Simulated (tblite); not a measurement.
# C5H15NSi: the cost of one run

The runs use tblite 0.8.0 and PySCF 2.14.0, with density-fitted response routines of our own; the level of theory stands in each step. All values are computed, except where a source is named. Atoms count from 0, in the outputs and in this text.

### 1 Starting geometry

22 atoms, charge 0, multiplicity 1; geometry from: force field or distance geometry start.

Bonds of the start (Å): C0–C1 1.53, C1–N2 1.41, N2–Si3 1.78, Si3–C4 1.88, C4–C5 1.53, C4–C6 1.52, C0–H7 1.12, C0–H8 1.09, C0–H9 1.12, C1–H10 1.12, C1–H11 1.12, N2–H12 1.03, Si3–H13 1.46, Si3–H14 1.46, C4–H15 1.13, C5–H16 1.10, C5–H17 1.10, C5–H18 1.11, C6–H19 1.11, C6–H20 1.13, C6–H21 1.11.

### 2 Geometry optimisation with GFN2-xTB

The job: settings as JSON, then the geometry in Å.

```
{"job": {"kind": "relax", "xc": "GFN2-xTB", "basis": "xTB"}, "charge": 0, "multiplicity": 1}
C      3.103200     0.638600     0.163400
C      2.318400    -0.600700     0.599800
N      1.275900    -0.932600    -0.294600
Si     0.029600     0.319500    -0.523000
C     -1.587700    -0.177700     0.288300
C     -2.365000    -1.189500    -0.550300
C     -2.448800     1.071200     0.338200
H      3.704300     0.335000    -0.733700
H      2.437800     1.483400    -0.025600
H      3.870700     0.889300     0.944000
H      1.952200    -0.481300     1.656300
H      3.056000    -1.440300     0.588300
H      1.674800    -1.275700    -1.180000
H     -0.217600     0.459800    -1.954900
H      0.394300     1.623500     0.028100
H     -1.389000    -0.561600     1.333200
H     -1.916600    -2.196200    -0.474600
H     -2.452100    -0.844800    -1.593100
H     -3.381000    -1.231800    -0.104400
H     -3.399400     0.900500    -0.208600
H     -2.753300     1.297600     1.406600
H     -1.917100     1.933000    -0.104900
```

Run with:

```
OMP_NUM_THREADS=1 python probes_run.py task.json out
```

One launch serves the whole session: the jobs run in the order shown.

**Question.** How long does this first job take on 1 thread of Arm Neoverse N1, shared host, and how much memory does it need?

About 2.4 s, with a peak of 0.18 GiB.
